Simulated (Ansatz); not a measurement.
# CH₄ClGeI: one species, many methods

An exercise on one series of results from a longer session: the logs are not shown, and one member is left open.

Method: functionals in def2-TZVPP, the program's frozen cores in correlated methods; program: Ansatz 0.2.0, Gaussian basis.

The runs, in order: LDA (SPW92), PBE-D4, revPBE-D4, BLYP-D4, r2SCAN-D4, B97M-V, PBE0-D4, B3LYP-D4, r2SCANh-D4, r2SCAN0-D4, HSE06-D4, BHLYP-D4, CAM-B3LYP-D4, LC-ωPBE, ωB97X-V, ωB97M-V, B2PLYP, PBE-QIDH; CCSD(T)/def2-SVP; CCSD(T)/def2-TZVPP; MP2/def2-QZVPP; extrapolation to the limit; RPA on PBE.

## Structure used throughout

An earlier PBE0-D4 in a triple-zeta def2 set relaxation fixed the geometry. I takes the def2 core potential; no spin-orbit term is included.

SMILES `[CH3][GeH]([Cl])[I]`, 8 atoms, charge 0, spin multiplicity 1.

Atoms are counted from 1 here; the program's logs count them from 0.

Bond lengths: C1–Ge2 1.935 Å, C1–H5 1.089 Å, C1–H6 1.091 Å, C1–H7 1.090 Å, Ge2–Cl3 2.154 Å, Ge2–I4 2.510 Å, Ge2–H8 1.534 Å. Angles: Ge2–C1–H5 109.3°, Ge2–C1–H6 109.2°, Ge2–C1–H7 109.6°, H5–C1–H6 109.5°, H5–C1–H7 109.5°, H6–C1–H7 109.8°, C1–Ge2–Cl3 108.2°, C1–Ge2–I4 109.8°, C1–Ge2–H8 115.8°, Cl3–Ge2–I4 108.3°, Cl3–Ge2–H8 106.6°, I4–Ge2–H8 107.8°.

The first run:

in.yaml reads:

```yaml
crystal:
  periodic: [false, false, false]
  atoms:
    - {symbol: C, position_ang: [-0.263812, 1.061626, 0.130059]}
    - {symbol: Ge, position_ang: [0.286401, -0.745798, -0.288977]}
    - {symbol: Cl, position_ang: [2.046214, -1.199367, 0.866493]}
    - {symbol: I, position_ang: [-1.523700, -2.357687, 0.363599]}
    - {symbol: H, position_ang: [-0.480480, 1.133309, 1.195250]}
    - {symbol: H, position_ang: [0.542090, 1.751005, -0.125637]}
    - {symbol: H, position_ang: [-1.158656, 1.312390, -0.440437]}
    - {symbol: H, position_ang: [0.643942, -1.012480, -1.756249]}
basis:
  gaussian: {orbitals: def2-TZVPP}
hamiltonian: {xc: lda}
output: {orbitals: {seedname: orbitals}}
```

Started as:

```console
$ ansatz run in.yaml --threads 4 --pin off --events-out ev --progress --plain --max-ram 10444MiB
```

Among the steps run: LDA; PBE-D4 (GGA); revPBE-D4 (GGA); BLYP-D4 (GGA); r2SCAN-D4 (meta-GGA); B97M-V (meta-GGA); PBE0-D4 (hybrid); B3LYP-D4 (hybrid); r2SCANh-D4 (hybrid); r2SCAN0-D4 (hybrid); HSE06-D4 (hybrid); BHLYP-D4 (hybrid); CAM-B3LYP-D4 (range-separated); LC-ωPBE (range-separated); ωB97X-V (range-separated); ωB97M-V (range-separated); B2PLYP (double hybrid); PBE-QIDH (double hybrid).

One table of the session follows, with a row left open; its other results are not shown here.

It belongs to the step «Frontier levels by functional». 

```
  functional  HOMO (eV)  gap (eV)
 LDA (SPW92)          ?         ?
      PBE-D4      -6.57      4.55
   revPBE-D4      -6.52      4.59
     BLYP-D4      -6.39      4.43
   r2SCAN-D4      -6.88      5.07
      B97M-V      -6.90      5.17
     PBE0-D4      -7.73      6.56
    B3LYP-D4      -7.47      6.04
  r2SCANh-D4      -7.30      5.80
  r2SCAN0-D4      -7.92      6.88
    HSE06-D4      -7.33      5.80
    BHLYP-D4      -8.70      8.46
CAM-B3LYP-D4      -8.97      8.79
     LC-ωPBE     -10.33     11.30
     ωB97X-V      -9.99     10.87
     ωB97M-V      -9.86     10.57
```

Q: Estimate the row for LDA (SPW92) from the others.

As computed: HOMO (eV): -6.72; gap (eV): 4.43. In the column «HOMO (eV)» it lies between r2SCAN-D4 (-6.88) and PBE-D4 (-6.57).
